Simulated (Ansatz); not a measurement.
# BrClH₂OSi: one species, many methods

The task here is to estimate one member of a computed series from the others.

Computed with Ansatz 0.2.0, Gaussian basis. Level: functionals in def2-TZVPP, the program's frozen cores in correlated methods.

Plan: LDA (SPW92), PBE-D4, revPBE-D4, BLYP-D4, r2SCAN-D4, B97M-V, PBE0-D4, B3LYP-D4, r2SCANh-D4, r2SCAN0-D4, HSE06-D4, BHLYP-D4, CAM-B3LYP-D4, LC-ωPBE, ωB97X-V, ωB97M-V, B2PLYP, PBE-QIDH; CCSD(T)/def2-SVP; CCSD(T)/def2-TZVPP; MP2/def2-QZVPP; extrapolation to the limit; RPA on PBE.

## The geometry

All runs share one geometry, relaxed beforehand with PBE0-D4 in a triple-zeta def2 set.

6 atoms, charge 0, spin multiplicity 1.

Atoms are counted from 1 here; the program's logs count them from 0.

Bond lengths: O1–Si2 1.622 Å, O1–H5 0.959 Å, Si2–Cl3 2.042 Å, Si2–Br4 2.209 Å, Si2–H6 1.468 Å. Angles: Si2–O1–H5 119.2°, O1–Si2–Cl3 111.3°, O1–Si2–Br4 111.1°, O1–Si2–H6 107.3°, Cl3–Si2–Br4 107.7°, Cl3–Si2–H6 109.7°, Br4–Si2–H6 109.8°.

The first run:

in.yaml reads:

```yaml
crystal:
  periodic: [false, false, false]
  atoms:
    - {symbol: O, position_ang: [0.744817, 1.104631, -0.213772]}
    - {symbol: Si, position_ang: [0.036221, -0.276843, 0.254874]}
    - {symbol: Cl, position_ang: [0.318159, -1.760149, -1.119328]}
    - {symbol: Br, position_ang: [-2.141331, -0.005465, 0.511737]}
    - {symbol: H, position_ang: [0.440339, 1.539756, -1.012680]}
    - {symbol: H, position_ang: [0.643893, -0.666031, 1.532970]}
basis:
  gaussian: {orbitals: def2-TZVPP}
hamiltonian: {xc: lda}
output: {orbitals: {seedname: orbitals}}
```

Steps of the session up to this table: LDA; PBE-D4 (GGA); revPBE-D4 (GGA); BLYP-D4 (GGA); r2SCAN-D4 (meta-GGA); B97M-V (meta-GGA); PBE0-D4 (hybrid); B3LYP-D4 (hybrid); r2SCANh-D4 (hybrid); r2SCAN0-D4 (hybrid); HSE06-D4 (hybrid); BHLYP-D4 (hybrid); CAM-B3LYP-D4 (range-separated); LC-ωPBE-D4 (range-separated; the results give it without D4); ωB97X-V (range-separated); ωB97M-V (range-separated); B2PLYP (double hybrid); PBE-QIDH (double hybrid).

One of the session's tables, all rows but one given; the rest of the session is left out.

It belongs to the step «Orbital energies across the functionals». 

```
  functional  HOMO (eV)  gap (eV)
 LDA (SPW92)      -7.52      6.43
      PBE-D4      -7.37      6.53
   revPBE-D4      -7.31      6.58
     BLYP-D4      -7.19      6.44
   r2SCAN-D4      -7.73      7.28
      B97M-V      -7.81      7.35
     PBE0-D4      -8.71      8.83
    B3LYP-D4      -8.42      8.28
  r2SCANh-D4      -8.22      8.09
  r2SCAN0-D4      -8.94      9.30
    HSE06-D4      -8.31      8.05
    BHLYP-D4          ?         ?
CAM-B3LYP-D4     -10.03     11.18
     LC-ωPBE     -11.46     13.89
     ωB97X-V     -11.08     13.37
     ωB97M-V     -10.93     12.84
```

**Question.** Estimate the row for BHLYP-D4.

Worked estimate for «HOMO (eV)». Against the share of exact exchange, BLYP-D4 (0, -7.19), B3LYP-D4 (0.2, -8.42) give a slope of -6.15 per unit share; at 0.5 the line stands at -10.26.

As computed: HOMO (eV): -9.87; gap (eV): 10.94. In «HOMO (eV)» the line misses by -0.39.
